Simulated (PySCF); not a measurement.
# TcCl₄+: ligand-field states

Aim: compute the ligand-field states of TcCl₄+.

Programs: PySCF 2.14.0, with routines of our own; each step states its level. All values are computed. Atoms count from 0.

## (1) The system as given

5 atoms, charge 1, states of the metal's open shell are computed; geometry from: model geometry, bond lengths from ionic radii.

## (2) Ligand-field states: state-averaged CASSCF

Job settings and geometry (Å):

```
{"job": {"kind": "lf", "basis": {"metal": "x2c-TZVPall", "ligand": "x2c-SVPall"}, "nevpt": true}, "charge": 1, "metal": "Tc", "open_shell": "d2"}
Tc     0.000000     0.000000     0.000000
Cl     1.264397     1.264397     1.264397
Cl    -1.264397    -1.264397     1.264397
Cl    -1.264397     1.264397    -1.264397
Cl     1.264397    -1.264397    -1.264397
```

With the program's defaults for keys left out, this is: state-averaged CASSCF of the metal d shell, SC-NEVPT2 on the averaged canonical orbitals, state-interaction spin-orbit coupling.

Run with:

```
OMP_NUM_THREADS=1 python lf_run.py task.json out
```

One launch serves the whole session: the jobs run in the order shown.

Log:

```text
basis functions 135, electrons 110, active (2e, 5o)
stage 1: DIIS on the effective Fock matrix, level shift 0.30
cycle   1  E = -6124.6991627202  dE = -6.125e+03  max|g| = 8.133e-01
cycle   2  E = -6123.7156479832  dE =  9.835e-01  max|g| = 8.247e-01
cycle   3  E = -6125.1388283988  dE = -1.423e+00  max|g| = 5.209e-01
cycle   4  E = -6122.8451638576  dE =  2.294e+00  max|g| = 1.123e+00
cycle   5  E = -6118.1744012838  dE =  4.671e+00  max|g| = 1.933e+00
cycle   6  E = -6118.8997351509  dE = -7.253e-01  max|g| = 1.684e+00
cycle   7  E = -6121.6369046090  dE = -2.737e+00  max|g| = 1.751e+00
cycle   8  E = -6123.4116899397  dE = -1.775e+00  max|g| = 1.653e+00
cycle   9  E = -6124.4884339656  dE = -1.077e+00  max|g| = 1.097e+00
cycle  10  E = -6125.3452666721  dE = -8.568e-01  max|g| = 6.288e-01
cycle  11  E = -6125.5686144699  dE = -2.233e-01  max|g| = 4.142e-01
cycle  12  E = -6125.6670959546  dE = -9.848e-02  max|g| = 2.371e-01
cycle  13  E = -6125.6912605505  dE = -2.416e-02  max|g| = 1.724e-01
cycle  14  E = -6125.7053419327  dE = -1.408e-02  max|g| = 1.315e-01
cycle  15  E = -6125.7080858617  dE = -2.744e-03  max|g| = 9.794e-02
stage 2: quasi-Newton rotations from the point of smallest gradient
cycle  18  E = -6125.7156153210  dE = -7.529e-03  max|g| = 2.008e-02
cycle  19  E = -6125.7161232483  dE = -5.079e-04  max|g| = 6.057e-03
cycle  20  E = -6125.7162395576  dE = -1.163e-04  max|g| = 3.297e-03
cycle  21  E = -6125.7162629651  dE = -2.341e-05  max|g| = 1.557e-03
cycle  22  E = -6125.7162689408  dE = -5.976e-06  max|g| = 4.183e-04
cycle  23  E = -6125.7162693158  dE = -3.750e-07  max|g| = 1.234e-04
cycle  24  E = -6125.7162693384  dE = -2.260e-08  max|g| = 2.018e-05
cycle  25  E = -6125.7162693397  dE = -1.204e-09  max|g| = 6.802e-06
converged average energy = -6125.7162693397

 mult deg   label        CASSCF/cm-1   NEVPT2/cm-1
   3   1   3A2                 0.0           0.0
   1   2   1E               8181.8        6906.5
   1   1   1A1             14791.1       12265.7
   3   3   3T2             13098.4       13765.6
   3   3   3T1             17498.1       16842.9
   1   3   1T2             21646.7       19627.4
   1   3   1T1             22340.3       20278.6
   3   3   3T1             29252.7       27148.7
   1   2   1E              33020.5       30515.0
   1   3   1T2             36292.9       32067.5
   1   1   1A1             46638.1       38130.8

spin-orbit levels / cm-1
      0.00  x3  3A2 0.99
   6812.24  x2  1E 0.98
  12194.36  x1  1A1 0.97 3T1 0.03
  13737.31  x1  3T2 1.00
  13775.11  x3  3T2 0.98
  13871.40  x3  3T2 0.99
  13894.16  x2  3T2 0.96
  16778.15  x3  3T1 0.99
  16850.02  x2  3T1 0.97
  17088.55  x3  3T1 0.99
  17311.25  x1  3T1 0.96 1A1 0.03
  19654.36  x3  1T2 0.98
  20358.58  x3  1T1 0.99
  27053.16  x1  3T1 0.99
  27202.54  x3  3T1 0.99
  27409.55  x2  3T1 0.99
  27459.22  x3  3T1 0.98
  30669.78  x2  1E 0.99
  32214.03  x3  1T2 1.00
  38314.66  x1  1A1 0.99
```

Wall time 13 s (1 thread of Arm Neoverse V1, shared host); peak memory 0.34 GiB.

Warnings kept with the result: strongly covalent, metal-shell active space is small for this complex.

Key values:

```tsv
quantity	value
spin-orbit constant ζ	592 cm⁻¹
```

Powder susceptibility:

```tsv
T (K)	χT (cm³ K/mol)	μ(eff)
2	0.893	2.67
5	0.893	2.67
10	0.894	2.67
20	0.894	2.67
30	0.895	2.67
50	0.895	2.68
75	0.896	2.68
100	0.898	2.68
150	0.900	2.68
200	0.902	2.69
250	0.904	2.69
300	0.906	2.69
```

Orbitals, density, ELF and potential are computed afterwards from the orbital file.

The spin density lies nearest to Tc0 72 %; 4 Cl atoms about 7 % each.

## (3) Ligand-field states: state-averaged CASSCF (bond length × 0.92)

Job settings and geometry (Å):

```
{"job": {"kind": "lf", "basis": {"metal": "x2c-TZVPall", "ligand": "x2c-SVPall"}, "nevpt": true, "reuse": true}, "charge": 1, "metal": "Tc", "open_shell": "d2"}
Tc     0.000000     0.000000     0.000000
Cl     1.163245     1.163245     1.163246
Cl    -1.163245    -1.163245     1.163246
Cl    -1.163245     1.163245    -1.163246
Cl     1.163245    -1.163245    -1.163246
```

With the program's defaults for keys left out, this is: state-averaged CASSCF of the metal d shell, SC-NEVPT2 on the averaged canonical orbitals, state-interaction spin-orbit coupling.

Log:

```text
basis functions 135, electrons 110, active (2e, 5o)
start from the orbitals of the previous structure
stage 1: DIIS on the effective Fock matrix, level shift 0.30
cycle   1  E = -6121.5015075821  dE = -6.122e+03  max|g| = 5.894e+00
cycle   2  E = -6123.1142497232  dE = -1.613e+00  max|g| = 9.503e-01
cycle   3  E = -6123.6956508186  dE = -5.814e-01  max|g| = 1.098e+00
cycle   4  E = -6125.5259526066  dE = -1.830e+00  max|g| = 3.789e-01
cycle   5  E = -6125.6367155379  dE = -1.108e-01  max|g| = 1.623e-01
cycle   6  E = -6125.6543888063  dE = -1.767e-02  max|g| = 2.408e-02
cycle   7  E = -6125.6549028043  dE = -5.140e-04  max|g| = 3.657e-02
cycle   8  E = -6125.6558458779  dE = -9.431e-04  max|g| = 1.199e-02
cycle   9  E = -6125.6559575321  dE = -1.117e-04  max|g| = 2.703e-03
cycle  10  E = -6125.6559727247  dE = -1.519e-05  max|g| = 2.107e-03
cycle  11  E = -6125.6559778568  dE = -5.132e-06  max|g| = 9.812e-04
cycle  12  E = -6125.6559792852  dE = -1.428e-06  max|g| = 6.847e-04
cycle  13  E = -6125.6559797077  dE = -4.225e-07  max|g| = 4.843e-04
cycle  14  E = -6125.6559798729  dE = -1.652e-07  max|g| = 2.769e-04
cycle  15  E = -6125.6559799223  dE = -4.940e-08  max|g| = 1.838e-04
cycle  16  E = -6125.6559799418  dE = -1.941e-08  max|g| = 1.206e-04
cycle  17  E = -6125.6559799495  dE = -7.723e-09  max|g| = 7.506e-05
cycle  18  E = -6125.6559799524  dE = -2.921e-09  max|g| = 4.879e-05
cycle  19  E = -6125.6559799535  dE = -1.134e-09  max|g| = 3.221e-05
cycle  20  E = -6125.6559799540  dE = -4.666e-10  max|g| = 2.141e-05
cycle  21  E = -6125.6559799542  dE = -2.046e-10  max|g| = 1.343e-05
cycle  22  E = -6125.6559799543  dE = -8.095e-11  max|g| = 8.568e-06
converged average energy = -6125.6559799543

 mult deg   label        CASSCF/cm-1   NEVPT2/cm-1
   3   1   3A2                 0.0           0.0
   1   2   1E               7329.8        6114.1
   1   1   1A1             13490.0       11037.8
   3   3   3T2             16195.9       16088.8
   3   3   3T1             20546.5       18818.9
   1   3   1T2             24768.8       21584.8
   1   3   1T1             24621.1       21862.8
   3   3   3T1             35344.0       32084.7
   1   2   1E              38665.1       34917.9
   1   3   1T2             42149.9       36689.6
   1   1   1A1             51032.0       42117.9

spin-orbit levels / cm-1
      0.00  x3  3A2 1.00
   6067.26  x2  1E 0.99
  11008.92  x1  1A1 0.99
  16139.70  x1  3T2 1.00
  16142.76  x3  3T2 1.00
  16143.70  x3  3T2 0.99
  16158.11  x2  3T2 0.98
  18741.06  x3  3T1 0.99
  18778.24  x2  3T1 0.99
  19013.79  x3  3T1 1.00
  19169.39  x1  3T1 0.98
  21623.54  x3  1T2 0.99
  21916.17  x3  1T1 1.00
  31930.85  x1  3T1 1.00
  32074.56  x3  3T1 1.00
  32324.42  x2  3T1 0.99
  32353.69  x3  3T1 0.99
  35039.37  x2  1E 0.99
  36798.68  x3  1T2 1.00
  42242.25  x1  1A1 1.00
```

Run time: 9.6 s. Hardware: 1 thread of Arm Neoverse V1, shared host; peak memory 0.35 GiB.

Warnings kept with the result: an active orbital is not mainly the metal shell.

An active orbital is only 53 % metal, under the run's own bar for a metal shell, so levels, ζ, ground spin and magnetism of this run may not be those of the metal's shell and are not read here.

## (4) Ligand-field states: state-averaged CASSCF (bond length × 0.96)

Job settings and geometry (Å):

```
{"job": {"kind": "lf", "basis": {"metal": "x2c-TZVPall", "ligand": "x2c-SVPall"}, "nevpt": true, "reuse": true}, "charge": 1, "metal": "Tc", "open_shell": "d2"}
Tc     0.000000     0.000000     0.000000
Cl     1.213821     1.213821     1.213822
Cl    -1.213821    -1.213821     1.213822
Cl    -1.213821     1.213821    -1.213822
Cl     1.213821    -1.213821    -1.213822
```

With the program's defaults for keys left out, this is: state-averaged CASSCF of the metal d shell, SC-NEVPT2 on the averaged canonical orbitals, state-interaction spin-orbit coupling.

Log:

```text
basis functions 135, electrons 110, active (2e, 5o)
start from the orbitals of the previous structure
stage 1: DIIS on the effective Fock matrix, level shift 0.30
cycle   1  E = -6124.3457373268  dE = -6.124e+03  max|g| = 4.282e+00
cycle   2  E = -6125.6516354691  dE = -1.306e+00  max|g| = 2.862e-01
cycle   3  E = -6125.6932580108  dE = -4.162e-02  max|g| = 9.885e-02
cycle   4  E = -6125.6892622717  dE =  3.996e-03  max|g| = 1.395e-01
cycle   5  E = -6125.7012941404  dE = -1.203e-02  max|g| = 7.482e-02
cycle   6  E = -6125.7053894572  dE = -4.095e-03  max|g| = 2.095e-02
cycle   7  E = -6125.7057261556  dE = -3.367e-04  max|g| = 6.698e-03
cycle   8  E = -6125.7057625079  dE = -3.635e-05  max|g| = 4.105e-03
cycle   9  E = -6125.7057720515  dE = -9.544e-06  max|g| = 2.847e-03
cycle  10  E = -6125.7057761438  dE = -4.092e-06  max|g| = 1.716e-03
cycle  11  E = -6125.7057775069  dE = -1.363e-06  max|g| = 1.017e-03
cycle  12  E = -6125.7057779537  dE = -4.469e-07  max|g| = 6.029e-04
cycle  13  E = -6125.7057780892  dE = -1.355e-07  max|g| = 3.904e-04
cycle  14  E = -6125.7057781434  dE = -5.420e-08  max|g| = 2.555e-04
cycle  15  E = -6125.7057781648  dE = -2.137e-08  max|g| = 1.737e-04
cycle  16  E = -6125.7057781744  dE = -9.610e-09  max|g| = 1.189e-04
cycle  17  E = -6125.7057781785  dE = -4.092e-09  max|g| = 8.560e-05
cycle  18  E = -6125.7057781806  dE = -2.099e-09  max|g| = 6.172e-05
cycle  19  E = -6125.7057781816  dE = -1.033e-09  max|g| = 4.548e-05
cycle  20  E = -6125.7057781822  dE = -6.057e-10  max|g| = 3.237e-05
cycle  21  E = -6125.7057781825  dE = -3.065e-10  max|g| = 2.317e-05
cycle  22  E = -6125.7057781827  dE = -1.555e-10  max|g| = 1.648e-05
cycle  23  E = -6125.7057781828  dE = -8.095e-11  max|g| = 1.170e-05
cycle  24  E = -6125.7057781828  dE = -4.184e-11  max|g| = 8.385e-06
converged average energy = -6125.7057781828

 mult deg   label        CASSCF/cm-1   NEVPT2/cm-1
   3   1   3A2                 0.0           0.0
   1   2   1E               7777.4        6512.8
   1   1   1A1             14180.4       11653.0
   3   3   3T2             14517.0       14725.9
   3   3   3T1             18931.8       17656.7
   1   3   1T2             23091.7       20447.1
   1   3   1T1             23410.6       20931.6
   3   3   3T1             31997.9       29309.1
   1   2   1E              35617.6       32475.0
   1   3   1T2             38951.9       34111.8
   1   1   1A1             48649.8       39943.3

spin-orbit levels / cm-1
      0.00  x3  3A2 0.99
   6444.23  x2  1E 0.98
  11606.29  x1  1A1 0.98
  14730.72  x1  3T2 1.00
  14756.09  x3  3T2 0.99
  14810.95  x3  3T2 0.99
  14828.58  x2  3T2 0.97
  17591.02  x3  3T1 0.99
  17644.52  x2  3T1 0.98
  17873.94  x3  3T1 0.99
  18055.81  x1  3T1 0.97
  20481.58  x3  1T2 0.99
  20998.87  x3  1T1 0.99
  29202.68  x1  3T1 0.99
  29340.35  x3  3T1 0.99
  29554.94  x2  3T1 0.99
  29591.70  x3  3T1 0.99
  32612.80  x2  1E 0.99
  34240.64  x3  1T2 1.00
  40098.08  x1  1A1 1.00
```

It took 10 s on 1 thread of Arm Neoverse V1, shared host; peak memory 0.34 GiB.

Warnings kept with the result: strongly covalent, metal-shell active space is small for this complex.

From this job:

```tsv
quantity	value
spin-orbit constant ζ	560 cm⁻¹
```

Powder susceptibility:

```tsv
T (K)	χT (cm³ K/mol)	μ(eff)
2	0.910	2.70
20	0.911	2.70
100	0.913	2.70
300	0.920	2.71
```

## (5) Ligand-field states: state-averaged CASSCF (bond length × 1.04)

Job settings and geometry (Å):

```
{"job": {"kind": "lf", "basis": {"metal": "x2c-TZVPall", "ligand": "x2c-SVPall"}, "nevpt": true, "reuse": true}, "charge": 1, "metal": "Tc", "open_shell": "d2"}
Tc     0.000000     0.000000     0.000000
Cl     1.314973     1.314973     1.314973
Cl    -1.314973    -1.314973     1.314973
Cl    -1.314973     1.314973    -1.314973
Cl     1.314973    -1.314973    -1.314973
```

Method: state-averaged CASSCF of the metal d shell, SC-NEVPT2 on the averaged canonical orbitals, state-interaction spin-orbit coupling.

Log:

```text
basis functions 135, electrons 110, active (2e, 5o)
start from the orbitals of the previous structure
stage 1: DIIS on the effective Fock matrix, level shift 0.30
cycle   1  E = -6122.9163266894  dE = -6.123e+03  max|g| = 4.898e+00
cycle   2  E = -6125.5747390011  dE = -2.658e+00  max|g| = 3.609e-01
cycle   3  E = -6125.6473216561  dE = -7.258e-02  max|g| = 2.339e-01
cycle   4  E = -6125.6572722557  dE = -9.951e-03  max|g| = 2.204e-01
cycle   5  E = -6125.6813375636  dE = -2.407e-02  max|g| = 1.505e-01
cycle   6  E = -6125.6968784571  dE = -1.554e-02  max|g| = 5.748e-02
cycle   7  E = -6125.6992577743  dE = -2.379e-03  max|g| = 3.179e-02
cycle   8  E = -6125.6997993447  dE = -5.416e-04  max|g| = 1.906e-02
cycle   9  E = -6125.6999876939  dE = -1.883e-04  max|g| = 1.367e-02
cycle  10  E = -6125.7000769578  dE = -8.926e-05  max|g| = 8.535e-03
...
cycle  33  E = -6125.7001319851  dE = -1.502e-09  max|g| = 7.681e-05
cycle  34  E = -6125.7001319864  dE = -1.227e-09  max|g| = 8.162e-05
cycle  35  E = -6125.7001319872  dE = -8.949e-10  max|g| = 7.676e-05
cycle  36  E = -6125.7001319878  dE = -5.284e-10  max|g| = 6.260e-05
cycle  37  E = -6125.7001319881  dE = -2.792e-10  max|g| = 6.077e-05
cycle  38  E = -6125.7001319882  dE = -1.910e-10  max|g| = 6.338e-05
cycle  39  E = -6125.7001319882  dE = -1.819e-12  max|g| = 5.698e-05
cycle  40  E = -6125.7001319881  dE =  1.291e-10  max|g| = 5.492e-05
stage 2: quasi-Newton rotations from the point of smallest gradient
cycle  43  E = -6125.7001319906  dE = -2.515e-09  max|g| = 2.181e-05
cycle  44  E = -6125.7001319914  dE = -7.567e-10  max|g| = 8.018e-06
converged average energy = -6125.7001319914

 mult deg   label        CASSCF/cm-1   NEVPT2/cm-1
   3   1   3A2                 0.0           0.0
   1   2   1E               8581.9        7334.5
   1   1   1A1             15409.5       12970.1
   3   3   3T2             11933.8       13316.7
   3   3   3T1             16262.1       16492.8
   1   3   1T2             20416.7       19249.3
   1   3   1T1             21405.3       20024.8
   3   3   3T1             27085.5       25742.0
   1   2   1E              30858.1       29133.2
   1   3   1T2             34193.0       30685.2
   1   1   1A1             45005.3       36776.2

spin-orbit levels / cm-1
      0.00  x3  3A2 0.99
   7215.47  x2  1E 0.97
  12868.96  x1  1A1 0.95 3T1 0.05
  13265.03  x1  3T2 1.00
  13307.68  x3  3T2 0.98
  13434.12  x3  3T2 0.99
  13462.16  x2  3T2 0.95
  16420.74  x3  3T1 0.99
  16507.95  x2  3T1 0.96
  16765.36  x3  3T1 0.98
  17034.77  x1  3T1 0.94 1A1 0.05
  19264.24  x3  1T2 0.98
  20112.84  x3  1T1 0.99
  25633.65  x1  3T1 0.99
  25803.75  x3  3T1 0.99
  26020.24  x2  3T1 0.99
  26085.44  x3  3T1 0.98
  29301.43  x2  1E 0.99
  30844.26  x3  1T2 0.99
  36983.49  x1  1A1 0.99
```

It took 17 s on 1 thread of Arm Neoverse V1, shared host; peak memory 0.34 GiB.

Warnings kept with the result: strongly covalent, metal-shell active space is small for this complex.

Key values:

```tsv
quantity	value
spin-orbit constant ζ	614 cm⁻¹
```

Powder susceptibility:

```tsv
T (K)	χT (cm³ K/mol)	μ(eff)
2	0.882	2.66
20	0.883	2.66
100	0.887	2.66
300	0.897	2.68
```

## (6) Ligand-field states: state-averaged CASSCF (bond length × 1.08)

Job settings and geometry (Å):

```
{"job": {"kind": "lf", "basis": {"metal": "x2c-TZVPall", "ligand": "x2c-SVPall"}, "nevpt": true, "reuse": true}, "charge": 1, "metal": "Tc", "open_shell": "d2"}
Tc     0.000000     0.000000     0.000000
Cl     1.365549     1.365549     1.365549
Cl    -1.365549    -1.365549     1.365549
Cl    -1.365549     1.365549    -1.365549
Cl     1.365549    -1.365549    -1.365549
```

Level: state-averaged CASSCF of the metal d shell, SC-NEVPT2 on the averaged canonical orbitals, state-interaction spin-orbit coupling.

Log:

```text
basis functions 135, electrons 110, active (2e, 5o)
start from the orbitals of the previous structure
stage 1: DIIS on the effective Fock matrix, level shift 0.30
cycle   1  E = -6125.2213928052  dE = -6.125e+03  max|g| = 1.528e+00
cycle   2  E = -6125.6433477422  dE = -4.220e-01  max|g| = 1.281e-01
cycle   3  E = -6125.6406501134  dE =  2.698e-03  max|g| = 1.793e-01
cycle   4  E = -6125.6654597118  dE = -2.481e-02  max|g| = 1.961e-02
cycle   5  E = -6125.6651377434  dE =  3.220e-04  max|g| = 4.079e-02
cycle   6  E = -6125.6657909827  dE = -6.532e-04  max|g| = 3.113e-02
cycle   7  E = -6125.6663978947  dE = -6.069e-04  max|g| = 1.349e-02
cycle   8  E = -6125.6664861215  dE = -8.823e-05  max|g| = 9.945e-03
cycle   9  E = -6125.6665415374  dE = -5.542e-05  max|g| = 5.473e-03
cycle  10  E = -6125.6665591961  dE = -1.766e-05  max|g| = 2.531e-03
...
cycle  36  E = -6125.6665663079  dE =  5.296e-08  max|g| = 2.676e-04
cycle  37  E = -6125.6665662128  dE =  9.507e-08  max|g| = 3.358e-04
cycle  38  E = -6125.6665660455  dE =  1.674e-07  max|g| = 4.638e-04
cycle  39  E = -6125.6665657366  dE =  3.089e-07  max|g| = 6.036e-04
cycle  40  E = -6125.6665651835  dE =  5.530e-07  max|g| = 9.092e-04
stage 2: quasi-Newton rotations from the point of smallest gradient
cycle  42  E = -6125.6665664281  dE = -1.152e-08  max|g| = 8.380e-05
cycle  43  E = -6125.6665664332  dE = -5.083e-09  max|g| = 7.826e-05
cycle  44  E = -6125.6665664394  dE = -6.227e-09  max|g| = 1.300e-05
cycle  45  E = -6125.6665664402  dE = -8.340e-10  max|g| = 1.109e-05
cycle  46  E = -6125.6665664404  dE = -2.083e-10  max|g| = 2.171e-06
converged average energy = -6125.6665664404

 mult deg   label        CASSCF/cm-1   NEVPT2/cm-1
   3   1   3A2                 0.0           0.0
   1   2   1E               9030.1        7843.6
   3   3   3T2             10969.6       13591.2
   1   1   1A1             16148.0       13887.8
   3   3   3T1             15201.9       16831.1
   1   3   1T2             19339.0       19531.1
   1   3   1T1             20552.1       20395.5
   3   3   3T1             25424.1       25305.0
   1   2   1E              29076.3       28489.1
   1   3   1T2             32645.8       30176.0
   1   1   1A1             43747.3       36059.5

spin-orbit levels / cm-1
      0.00  x3  3A2 0.99
   7712.64  x2  1E 0.97
  13522.16  x1  3T2 1.00
  13562.59  x3  3T2 0.98
  13710.65  x3  3T2 0.99
  13734.89  x2  3T2 0.94
  13764.30  x1  1A1 0.94 3T1 0.06
  16746.26  x3  3T1 0.98
  16840.94  x2  3T1 0.95 3T2 0.03
  17120.36  x3  3T1 0.98
  17421.12  x1  3T1 0.93 1A1 0.06
  19529.91  x3  1T2 0.97
  20483.81  x3  1T1 0.98
  25172.63  x1  3T1 0.99
  25364.08  x3  3T1 0.99
  25594.23  x2  3T1 0.99
  25673.79  x3  3T1 0.97
  28664.41  x2  1E 0.99
  30339.93  x3  1T2 0.99
  36281.52  x1  1A1 0.99
```

Run time: 16 s. Hardware: 1 thread of Arm Neoverse V1, shared host; peak memory 0.34 GiB.

Warnings kept with the result: strongly covalent, metal-shell active space is small for this complex.

From this job:

```tsv
quantity	value
spin-orbit constant ζ	625 cm⁻¹
```

Powder susceptibility:

```tsv
T (K)	χT (cm³ K/mol)	μ(eff)
2	0.880	2.65
20	0.881	2.65
100	0.885	2.66
300	0.895	2.68
```

## (7) Ligand field across the series

From the NEVPT2 states (cm⁻¹; the spread is that of the fitted one-electron ligand-field levels):

```tsv
step	setting	ground state	next state	orbital spread	Racah B	ζ	μ(eff), 300 K
2	as given	3A2	1E at 6906	12136	439	592	2.69
4	bond length × 0.96	3A2	1E at 6513	13417	417	560	2.71
5	bond length × 1.04	3A2	1E at 7334	11214	456	614	2.68
6	bond length × 1.08	3A2	1E at 7844	10740	468	625	2.68
```

## (8) Results

```
                                                         quantity       value
            spin-orbit constant ζ (step 2, state-averaged CASSCF)    592 cm⁻¹
ground multiplicity, μ(eff) at 300 K (step 2, 4 donors at 2.19 Å)  3, 2.69 μB
ground multiplicity, μ(eff) at 300 K (step 4, 4 donors at 2.10 Å)  3, 2.71 μB
ground multiplicity, μ(eff) at 300 K (step 5, 4 donors at 2.28 Å)  3, 2.68 μB
ground multiplicity, μ(eff) at 300 K (step 6, 4 donors at 2.37 Å)  3, 2.68 μB
```

What this shows: In step 2 ζ is 50 % of the free ion's 1195 cm⁻¹: an effective value, diluted by mixing with the ligands. In step 2, χT goes from 0.89 at 2 K to 0.91 cm³ K/mol at 300 K: nearly flat, so one level governs the whole range. Step 3 is set aside: its active space failed the test for the metal's shell. The spread of the ligand-field levels runs from 10740 cm⁻¹ (bond length × 1.08) to 13417 cm⁻¹ (bond length × 0.96); μ(eff) at 300 K: 2.68 to 2.71 μB. The bonding is strongly covalent, and an active space of the metal's shell alone is small for it, so these values are rough.
